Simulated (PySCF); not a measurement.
# B₂F₃H₅Si₂: electronic excitations

What electronic excitations should B₂F₃H₅Si₂ (`B[SiH](B)[Si](F)(F)F`) show?

Programs: PySCF 2.14.0, with density-fitted response routines of our own. Each step states its level of theory. These are calculated values for one molecule in the gas phase, unless marked as measured. Atoms count from 0, in the outputs and in this text.

## 1. The molecule as given

12 atoms, charge 0, multiplicity 1; geometry from: GFN2-xTB.

Bonds of the start (Å): B0–Si1 1.96, Si1–B2 1.96, Si1–Si3 2.30, Si3–F4 1.60, Si3–F5 1.60, Si3–F6 1.60, B0–H7 1.17, B0–H8 1.17, Si1–H9 1.49, B2–H10 1.17, B2–H11 1.17.

## 2. TDDFT and polarisability: B3LYP/def2-SVPD

Job settings and geometry (Å):

```
{"job": {"kind": "uv", "xc": "B3LYP", "basis": "def2-SVPD", "nstates": 8, "ntriplets": 3}, "charge": 0, "multiplicity": 1}
B      0.295478     1.906607     0.633684
Si     0.449649     0.283261    -0.451651
B      1.797885    -0.888430     0.351109
Si    -1.582319    -0.797643    -0.482925
F     -2.133594    -1.265775     0.940598
F     -2.839287     0.011455    -1.041169
F     -1.686260    -2.159620    -1.307459
H      0.715983     2.934998     0.271905
H     -0.165949     1.864848     1.707718
H      0.699417     0.563243    -1.893408
H      1.596608    -1.418717     1.373908
H      2.853589    -1.034914    -0.128336
```

Method: TDDFT B3LYP/def2-SVPD, vertical, gas phase, core orbitals frozen in the response.

Command:

```console
> OMP_NUM_THREADS=1 python probes_run.py task.json out
```

This one command runs all jobs of the session in turn.

What will the session give for the following? lowest singlet (B3LYP/def2-SVPD); brightest single state of those computed; lowest triplet. Wanted: lowest singlet; brightest single state of those computed; lowest triplet.

The runs gave:

```
                                quantity                        value
        lowest singlet (B3LYP/def2-SVPD)  4.02 eV (309 nm), f = 0.016
brightest single state of those computed  state 8, 6.10 eV, f = 0.177
                          lowest triplet                      3.17 eV
```

What this shows: The lowest singlet, at 4.02 eV, is HOMO→LUMO 0.91 and is weak; of the 8 states computed, the strongest absorption comes from state 8 at 6.10 eV (the last computed, so partners may be missing). The lowest triplet lies 0.85 eV below the lowest singlet (triplets in Tamm-Dancoff, singlets in full TDDFT).
